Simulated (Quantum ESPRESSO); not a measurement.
# Cu (Fm-3m) in Quantum ESPRESSO: further runs

The runs below take Cu through band structure, with PBE, PBEsol, LDA.

Everything below comes from runs of Quantum ESPRESSO 7.5. Logs are shortened: lines on timing, memory, paths and dates and some standing lists are left out, and cuts for length are marked.

## 1. Starting point

The structure is cubic, space group Fm-3m (No. 225). The conventional cell has a = 3.615 Å, b = 3.615 Å, c = 3.615 Å, α = 90.00°, β = 90.00°, γ = 90.00°. Cu (site symmetry m-3m) is surrounded by 12 Cu at 2.56 Å.

## 2. Band structure, PBE

pw.in

```
&CONTROL
  calculation = 'scf'
  prefix = 'pwscf'
  outdir = './tmp'
  pseudo_dir = './pseudo'
  tprnfor = .true.
  tstress = .true.
  disk_io = 'low'
/
&SYSTEM
  ibrav = 0
  nat = 1
  ntyp = 1
  ecutwfc = 55
  ecutrho = 440
  nbnd = 11
  occupations = 'smearing'
  smearing = 'fd'
  degauss = 0.00367493
/
&ELECTRONS
  conv_thr = 2d-10
  electron_maxstep = 120
  mixing_beta = 0.5
/
ATOMIC_SPECIES
Cu    63.5460 Cu.paw.z_11.ld1.psl.v1.0.0-low.upf
CELL_PARAMETERS angstrom
   0.0000000000    1.8074500000    1.8074500000
   1.8074500000    0.0000000000    1.8074500000
   1.8074500000    1.8074500000    0.0000000000
ATOMIC_POSITIONS crystal
Cu     0.0000000000    0.0000000000    0.0000000000
K_POINTS automatic
16 16 16 0 0 0
```

bands.in

```
&CONTROL
  calculation = 'bands'
  prefix = 'pwscf'
  outdir = './tmp'
  pseudo_dir = './pseudo'
  disk_io = 'low'
  verbosity = 'high'
/
&SYSTEM
  ibrav = 0
  nat = 1
  ntyp = 1
  ecutwfc = 55
  ecutrho = 440
  nbnd = 11
  occupations = 'smearing'
  smearing = 'fd'
  degauss = 0.00367493
/
&ELECTRONS
  conv_thr = 1d-08
  electron_maxstep = 120
  mixing_beta = 0.5
  diago_full_acc = .true.
  startingwfc = 'random'
/
ATOMIC_SPECIES
Cu    63.5460 Cu.paw.z_11.ld1.psl.v1.0.0-low.upf
CELL_PARAMETERS angstrom
   0.0000000000    1.8074500000    1.8074500000
   1.8074500000    0.0000000000    1.8074500000
   1.8074500000    1.8074500000    0.0000000000
ATOMIC_POSITIONS crystal
Cu     0.0000000000    0.0000000000    0.0000000000
K_POINTS crystal
60
 0.0000000000  0.0000000000  0.0000000000 1
 0.0625000000  0.0000000000  0.0625000000 1
 0.1250000000  0.0000000000  0.1250000000 1
 0.1875000000  0.0000000000  0.1875000000 1
 0.2500000000  0.0000000000  0.2500000000 1
 0.3125000000  0.0000000000  0.3125000000 1
 0.3750000000  0.0000000000  0.3750000000 1
 0.4375000000  0.0000000000  0.4375000000 1
 0.5000000000  0.0000000000  0.5000000000 1
 0.5000000000  0.0625000000  0.5625000000 1
 0.5000000000  0.1250000000  0.6250000000 1
 0.5000000000  0.1875000000  0.6875000000 1
 0.5000000000  0.2500000000  0.7500000000 1
 0.4375000000  0.3125000000  0.7500000000 1
 0.3750000000  0.3750000000  0.7500000000 1
 0.3375000000  0.3375000000  0.6750000000 1
 0.3000000000  0.3000000000  0.6000000000 1
 0.2625000000  0.2625000000  0.5250000000 1
 0.2250000000  0.2250000000  0.4500000000 1
 0.1875000000  0.1875000000  0.3750000000 1
 0.1500000000  0.1500000000  0.3000000000 1
 0.1125000000  0.1125000000  0.2250000000 1
 0.0750000000  0.0750000000  0.1500000000 1
 0.0375000000  0.0375000000  0.0750000000 1
 0.0000000000  0.0000000000  0.0000000000 1
 0.0625000000  0.0625000000  0.0625000000 1
 0.1250000000  0.1250000000  0.1250000000 1
 0.1875000000  0.1875000000  0.1875000000 1
 0.2500000000  0.2500000000  0.2500000000 1
 0.3125000000  0.3125000000  0.3125000000 1
 0.3750000000  0.3750000000  0.3750000000 1
 0.4375000000  0.4375000000  0.4375000000 1
 0.5000000000  0.5000000000  0.5000000000 1
 0.5250000000  0.4500000000  0.5250000000 1
 0.5500000000  0.4000000000  0.5500000000 1
 0.5750000000  0.3500000000  0.5750000000 1
 0.6000000000  0.3000000000  0.6000000000 1
 0.6250000000  0.2500000000  0.6250000000 1
 0.5833333333  0.2500000000  0.6666666667 1
 0.5416666667  0.2500000000  0.7083333333 1
 0.5000000000  0.2500000000  0.7500000000 1
 0.5000000000  0.2857142857  0.7142857143 1
 0.5000000000  0.3214285714  0.6785714286 1
 0.5000000000  0.3571428571  0.6428571429 1
 0.5000000000  0.3928571429  0.6071428571 1
 0.5000000000  0.4285714286  0.5714285714 1
 0.5000000000  0.4642857143  0.5357142857 1
 0.5000000000  0.5000000000  0.5000000000 1
 0.4821428571  0.4821428571  0.5357142857 1
 0.4642857143  0.4642857143  0.5714285714 1
 0.4464285714  0.4464285714  0.6071428571 1
 0.4285714286  0.4285714286  0.6428571429 1
 0.4107142857  0.4107142857  0.6785714286 1
 0.3928571429  0.3928571429  0.7142857143 1
 0.3750000000  0.3750000000  0.7500000000 1
 0.6250000000  0.2500000000  0.6250000000 1
 0.5937500000  0.1875000000  0.5937500000 1
 0.5625000000  0.1250000000  0.5625000000 1
 0.5312500000  0.0625000000  0.5312500000 1
 0.5000000000  0.0000000000  0.5000000000 1
```

Potentials or basis: SSSP 1.3 efficiency PBE.

Launch:

```sh
OMP_NUM_THREADS=1 pw.x -in pw.in > pw.out
OMP_NUM_THREADS=1 pw.x -in bands.in > bands.out
```

pw.out:

```text
This program is part of the open-source Quantum ESPRESSO suite
     for quantum simulation of materials; please cite
         "P. Giannozzi et al., J. Phys.:Condens. Matter 21 395502 (2009);
         "P. Giannozzi et al., J. Phys.:Condens. Matter 29 465901 (2017);
         "P. Giannozzi et al., J. Chem. Phys. 152 154105 (2020);
     in publications or presentations arising from this work. More details at

     file Cu.paw.z_11.ld1.psl.v1.0.0-low.upf: wavefunction(s)  4S 3D renormalized
     Message from routine setup:
     using ibrav=0 with symmetry is DISCOURAGED, use correct ibrav instead

     G-vector sticks info
     --------------------
     sticks:   dense  smooth     PW     G-vecs:    dense   smooth      PW
     Sum         703     361    121                12387     4477     893

     Using Slab Decomposition

     bravais-lattice index     =            0
     lattice parameter (alat)  =       4.8304  a.u.
     unit-cell volume          =      79.6940 (a.u.)^3
     number of atoms/cell      =            1
     number of atomic types    =            1
     number of electrons       =        11.00
     number of Kohn-Sham states=           11
     kinetic-energy cutoff     =      55.0000  Ry
     charge density cutoff     =     440.0000  Ry
     scf convergence threshold =      2.0E-10
     mixing beta               =       0.5000
     number of iterations used =            8  plain     mixing
     Exchange-correlation= SLA  PW   PBX  PBC
                           (   1   4   3   4   0   0   0)

     celldm(1)=   4.830367  celldm(2)=   0.000000  celldm(3)=   0.000000
     celldm(4)=   0.000000  celldm(5)=   0.000000  celldm(6)=   0.000000

     crystal axes: (cart. coord. in units of alat)
               a(1) = (   0.000000   0.707107   0.707107 )
               a(2) = (   0.707107   0.000000   0.707107 )
               a(3) = (   0.707107   0.707107   0.000000 )

     reciprocal axes: (cart. coord. in units 2 pi/alat)
               b(1) = ( -0.707107  0.707107  0.707107 )
               b(2) = (  0.707107 -0.707107  0.707107 )
               b(3) = (  0.707107  0.707107 -0.707107 )

     PseudoPot. # 1 for Cu read from file:
     Cu.paw.z_11.ld1.psl.v1.0.0-low.upf
     Pseudo is Projector augmented-wave + core cor, Zval = 11.0
     Generated using &quot;atomic&quot; code by A. Dal Corso  v.6.3MaX
     Shape of augmentation charge: PSQ
     Using radial grid of 1199 points,  6 beta functions with:
                l(1) =   0
                l(2) =   0
                l(3) =   1
                l(4) =   1
                l(5) =   2
                l(6) =   2
     Q(r) pseudized with 0 coefficients

     atomic species   valence    mass     pseudopotential
     Cu               11.00    63.54600     Cu( 1.00)

     48 Sym. Ops., with inversion, found

   Cartesian axes

     site n.     atom                  positions (alat units)
         1        Cu     tau(   1) = (   0.0000000   0.0000000   0.0000000  )

     number of k points=   145  Fermi-Dirac smearing, width (Ry)=  0.0037

     Number of k-points >= 100: set verbosity='high' to print them.

     Dense  grid:    12387 G-vectors     FFT dimensions: (  36,  36,  36)

     Smooth grid:     4477 G-vectors     FFT dimensions: (  24,  24,  24)

     Initial potential from superposition of free atoms

     starting charge      10.9998, renormalised to      11.0000
     Starting wfcs are    9 randomized atomic wfcs +    2 random wfcs

     Self-consistent Calculation

     iteration #  1     ecut=    55.00 Ry     beta= 0.50
     Davidson diagonalization with overlap
     ethr =  1.00E-02,  avg # of iterations =  4.6

     Threshold (ethr) on eigenvalues was too large:
     Diagonalizing with lowered threshold

     Davidson diagonalization with overlap
     ethr =  5.71E-04,  avg # of iterations =  1.1

     total energy              =    -213.06808663 Ry
     estimated scf accuracy    <       0.06246539 Ry

     iteration #  2     ecut=    55.00 Ry     beta= 0.50
     Davidson diagonalization with overlap
     ethr =  5.68E-04,  avg # of iterations =  2.1

     total energy              =    -213.08411701 Ry
     estimated scf accuracy    <       0.08051352 Ry

     iteration #  3     ecut=    55.00 Ry     beta= 0.50
     Davidson diagonalization with overlap
     ethr =  5.68E-04,  avg # of iterations =  1.1

     total energy              =    -213.09663693 Ry
     estimated scf accuracy    <       0.00017423 Ry

     iteration #  4     ecut=    55.00 Ry     beta= 0.50
     Davidson diagonalization with overlap
     ethr =  1.58E-06,  avg # of iterations =  3.7

     total energy              =    -213.09667548 Ry
     estimated scf accuracy    <       0.00005858 Ry

     iteration #  5     ecut=    55.00 Ry     beta= 0.50
     Davidson diagonalization with overlap
     ethr =  5.33E-07,  avg # of iterations =  1.0

     total energy              =    -213.09668372 Ry
     estimated scf accuracy    <       0.00000008 Ry

     iteration #  6     ecut=    55.00 Ry     beta= 0.50
     Davidson diagonalization with overlap
     ethr =  7.32E-10,  avg # of iterations =  3.7

     total energy              =    -213.09668374 Ry
     estimated scf accuracy    <       0.00000011 Ry

     iteration #  7     ecut=    55.00 Ry     beta= 0.50
     Davidson diagonalization with overlap
     ethr =  7.32E-10,  avg # of iterations =  1.0

     total energy              =    -213.09668375 Ry
     estimated scf accuracy    <          5.0E-09 Ry

     iteration #  8     ecut=    55.00 Ry     beta= 0.50
     Davidson diagonalization with overlap
     ethr =  4.53E-11,  avg # of iterations =  1.5

     End of self-consistent calculation

     Number of k-points >= 100: set verbosity='high' to print the bands.

     the Fermi energy is    12.6366 ev

!    total energy              =    -213.09668375 Ry
     total all-electron energy =     -3309.976450 Ry
     estimated scf accuracy    <          7.9E-11 Ry
     smearing contrib. (-TS)   =      -0.00018857 Ry
     internal energy E=F+TS    =    -213.09649519 Ry

     The total energy is F=E-TS. E is the sum of the following terms:
     one-electron contribution =     -28.03751310 Ry
     hartree contribution      =      30.62766546 Ry
     xc contribution           =     -44.62890992 Ry
     ewald contribution        =     -81.21130529 Ry
     one-center paw contrib.   =     -89.84643233 Ry

     convergence has been achieved in   8 iterations

     Forces acting on atoms (cartesian axes, Ry/au):

     atom    1 type  1   force =     0.00000000    0.00000000    0.00000000

     Total force =     0.000000     Total SCF correction =     0.000000

     Computing stress (Cartesian axis) and pressure

          total   stress  (Ry/bohr**3)                   (kbar)     P=       14.21
   0.00009657   0.00000000   0.00000000           14.21        0.00        0.00
   0.00000000   0.00009657   0.00000000            0.00       14.21        0.00
   0.00000000   0.00000000   0.00009657            0.00        0.00       14.21

=------------------------------------------------------------------------------=
   JOB DONE.
=------------------------------------------------------------------------------=
```

Run time: 56 s. Hardware: 1 thread of Intel Xeon Platinum 8259CL at 2.50GHz (Skylake/Cascade Lake), shared host; peak memory 0.09 GiB.

What came out:

- Free energy: -2899.3281 eV
- Pressure: 1.4 GPa
- Band gap on the k mesh: none (metal or under the smearing width)

Levels at the corners of the path, in eV from the Fermi level:
```csv
point,band 1,band 2,band 3,band 4,band 5,band 6,band 7,band 8,band 9,band 10
Γ,-9.37,-2.97,-2.97,-2.97,-2.14,-2.14,22.94,25.33,25.33,25.33
X,-4.85,-4.38,-1.58,-1.42,-1.42,1.49,7.13,13.11,13.11,17.60
W,-4.10,-3.49,-3.49,-2.18,-1.42,6.22,6.22,8.33,8.81,28.42
K,-4.26,-4.03,-2.72,-2.01,-1.62,4.34,5.75,7.85,15.18,19.34
Γ,-9.37,-2.97,-2.97,-2.97,-2.14,-2.14,22.94,25.33,25.33,25.33
L,-5.06,-3.01,-3.01,-1.57,-1.57,-1.02,3.78,21.34,22.10,22.10
U,-4.26,-4.03,-2.72,-2.01,-1.62,4.34,5.75,7.85,15.18,19.34
W,-4.10,-3.49,-3.49,-2.18,-1.42,6.22,6.22,8.33,8.81,28.42
L,-5.06,-3.01,-3.01,-1.57,-1.57,-1.02,3.78,21.34,22.10,22.10
K,-4.26,-4.03,-2.72,-2.01,-1.62,4.34,5.75,7.85,15.18,19.34
U,-4.26,-4.03,-2.72,-2.01,-1.62,4.34,5.75,7.85,15.18,19.34
X,-4.85,-4.38,-1.58,-1.42,-1.42,1.49,7.13,13.11,13.11,17.60
```

## 3. Band structure, PBEsol

Changes to pw.in since step 2:

```diff
@@ -13,5 +13,5 @@
   ntyp = 1
-  ecutwfc = 55
-  ecutrho = 440
-  nbnd = 11
+  ecutwfc = 56
+  ecutrho = 448
+  nbnd = 16
   occupations = 'smearing'
@@ -26,3 +26,3 @@
 ATOMIC_SPECIES
-Cu    63.5460 Cu.paw.z_11.ld1.psl.v1.0.0-low.upf
+Cu    63.5460 cu_pbesol_v1.2.uspp.F.UPF
 CELL_PARAMETERS angstrom
```

Changes to bands.in since step 2:

```diff
@@ -12,5 +12,5 @@
   ntyp = 1
-  ecutwfc = 55
-  ecutrho = 440
-  nbnd = 11
+  ecutwfc = 56
+  ecutrho = 448
+  nbnd = 16
   occupations = 'smearing'
@@ -27,3 +27,3 @@
 ATOMIC_SPECIES
-Cu    63.5460 Cu.paw.z_11.ld1.psl.v1.0.0-low.upf
+Cu    63.5460 cu_pbesol_v1.2.uspp.F.UPF
 CELL_PARAMETERS angstrom
```

Potentials or basis: GBRV 1.5 PBEsol.

Launch:

```sh
OMP_NUM_THREADS=1 pw.x -in pw.in > pw.out
OMP_NUM_THREADS=1 pw.x -in bands.in > bands.out
```

pw.out:

```text
This program is part of the open-source Quantum ESPRESSO suite
     for quantum simulation of materials; please cite
         "P. Giannozzi et al., J. Phys.:Condens. Matter 21 395502 (2009);
         "P. Giannozzi et al., J. Phys.:Condens. Matter 29 465901 (2017);
         "P. Giannozzi et al., J. Chem. Phys. 152 154105 (2020);
     in publications or presentations arising from this work. More details at

     Message from routine setup:
     using ibrav=0 with symmetry is DISCOURAGED, use correct ibrav instead

     G-vector sticks info
     --------------------
     sticks:   dense  smooth     PW     G-vecs:    dense   smooth      PW
     Sum         721     361    121                12675     4573     893

     Using Slab Decomposition

     bravais-lattice index     =            0
     lattice parameter (alat)  =       4.8304  a.u.
     unit-cell volume          =      79.6940 (a.u.)^3
     number of atoms/cell      =            1
     number of atomic types    =            1
     number of electrons       =        19.00
[... 66 lines left out ...]

     total energy              =    -400.78401843 Ry
     estimated scf accuracy    <       5.43274467 Ry
[... 106 lines left out ...]
     iteration # 17     ecut=    56.00 Ry     beta= 0.50
     Davidson diagonalization with overlap
     ethr =  3.94E-12,  avg # of iterations =  2.0

     End of self-consistent calculation

     Number of k-points >= 100: set verbosity='high' to print the bands.

     the Fermi energy is    15.8546 ev

!    total energy              =    -403.51260574 Ry
     estimated scf accuracy    <          8.7E-11 Ry
     smearing contrib. (-TS)   =      -0.00019027 Ry
     internal energy E=F+TS    =    -403.51241547 Ry

     The total energy is F=E-TS. E is the sum of the following terms:
     one-electron contribution =    -268.18154044 Ry
     hartree contribution      =     145.35249334 Ry
     xc contribution           =     -38.39178812 Ry
     ewald contribution        =    -242.29158025 Ry

     convergence has been achieved in  17 iterations

     Forces acting on atoms (cartesian axes, Ry/au):

     atom    1 type  1   force =     0.00000000    0.00000000    0.00000000

     Total force =     0.000000     Total SCF correction =     0.000000

     Computing stress (Cartesian axis) and pressure

          total   stress  (Ry/bohr**3)                   (kbar)     P=      -63.07
  -0.00042877  -0.00000000  -0.00000000          -63.07       -0.00       -0.00
  -0.00000000  -0.00042877  -0.00000000           -0.00      -63.07       -0.00
  -0.00000000  -0.00000000  -0.00042877           -0.00       -0.00      -63.07

=------------------------------------------------------------------------------=
   JOB DONE.
=------------------------------------------------------------------------------=
```

It took 82 s on 1 thread of Intel Xeon Platinum 8259CL at 2.50GHz (Skylake/Cascade Lake), shared host; peak memory 0.09 GiB.

What came out:

```
Free energy            : -5490.0687 eV
Pressure               : -6.3 GPa
Band gap on the k mesh : none (metal or under the smearing width)
```

Levels at the corners of the path, in eV from the Fermi level:
```
point  band 6  band 7  band 8  band 9  band 10  band 11  band 12  band 13
    Γ   -2.96   -2.96   -2.96   -2.12    -2.12    22.59    25.19    25.19
    X   -4.38   -1.56   -1.39   -1.39     1.43     7.15    13.00    13.00
    W   -3.49   -3.49   -2.17   -1.39     6.19     6.19     8.34     8.75
    K   -4.03   -2.71   -1.99   -1.59     4.32     5.73     7.84    15.10
    Γ   -2.96   -2.96   -2.96   -2.12    -2.12    22.59    25.19    25.19
    L   -2.99   -2.99   -1.54   -1.54    -1.06     3.79    21.08    21.99
    U   -4.03   -2.71   -1.99   -1.59     4.32     5.73     7.84    15.10
    W   -3.49   -3.49   -2.17   -1.39     6.19     6.19     8.34     8.75
    L   -2.99   -2.99   -1.54   -1.54    -1.06     3.79    21.08    21.99
    K   -4.03   -2.71   -1.99   -1.59     4.32     5.73     7.84    15.10
    U   -4.03   -2.71   -1.99   -1.59     4.32     5.73     7.84    15.10
    X   -4.38   -1.56   -1.39   -1.39     1.43     7.15    13.00    13.00
```

## 4. Band structure, LDA

Changes to pw.in since step 3:

```diff
@@ -26,3 +26,3 @@
 ATOMIC_SPECIES
-Cu    63.5460 cu_pbesol_v1.2.uspp.F.UPF
+Cu    63.5460 cu_lda_v1.2.uspp.F.UPF
 CELL_PARAMETERS angstrom
```

Changes to bands.in since step 3:

```diff
@@ -27,3 +27,3 @@
 ATOMIC_SPECIES
-Cu    63.5460 cu_pbesol_v1.2.uspp.F.UPF
+Cu    63.5460 cu_lda_v1.2.uspp.F.UPF
 CELL_PARAMETERS angstrom
```

Potentials or basis: GBRV 1.5 LDA.

Launch:

```sh
OMP_NUM_THREADS=1 pw.x -in pw.in > pw.out
OMP_NUM_THREADS=1 pw.x -in bands.in > bands.out
```

Wall time 88 s (1 thread of Intel Xeon Platinum 8259CL at 2.50GHz (Skylake/Cascade Lake), shared host); peak memory 0.09 GiB.

It converged, with:

```
Free energy            : -5490.5516 eV
Pressure               : -12.3 GPa
Band gap on the k mesh : none (metal or under the smearing width)
```

Levels at the corners of the path, in eV from the Fermi level:
```tsv
point	band 7	band 8	band 9	band 10	band 11	band 12
Γ	-2.99	-2.99	-2.15	-2.15	22.72	25.14
X	-1.59	-1.42	-1.42	1.46	7.15	12.98
W	-3.51	-2.20	-1.42	6.21	6.21	8.42
K	-2.73	-2.02	-1.62	4.34	5.74	7.82
Γ	-2.99	-2.99	-2.15	-2.15	22.72	25.14
L	-3.03	-1.57	-1.57	-1.00	3.76	21.23
U	-2.73	-2.02	-1.62	4.34	5.74	7.82
W	-3.51	-2.20	-1.42	6.21	6.21	8.42
L	-3.03	-1.57	-1.57	-1.00	3.76	21.23
K	-2.73	-2.02	-1.62	4.34	5.74	7.82
U	-2.73	-2.02	-1.62	4.34	5.74	7.82
X	-1.59	-1.42	-1.42	1.46	7.15	12.98
```

## 5. The runs side by side

```tsv
level	potentials or basis	cutoff (eV)	form of the LDA correlation	gap on the mesh (eV)	pressure (GPa)
PBE	SSSP 1.3 efficiency PBE	748	-	none	1.4
PBEsol	GBRV 1.5 PBEsol	762	-	none	-6.3
LDA	GBRV 1.5 LDA	762	PZ81	none	-12.3
```

Alike in all rows: task band structure; no spin polarisation; cell as given; k mesh 16 × 16 × 16; smearing fermi-dirac 0.05 eV.

Absolute energies hang on the potentials; compare differences alone.
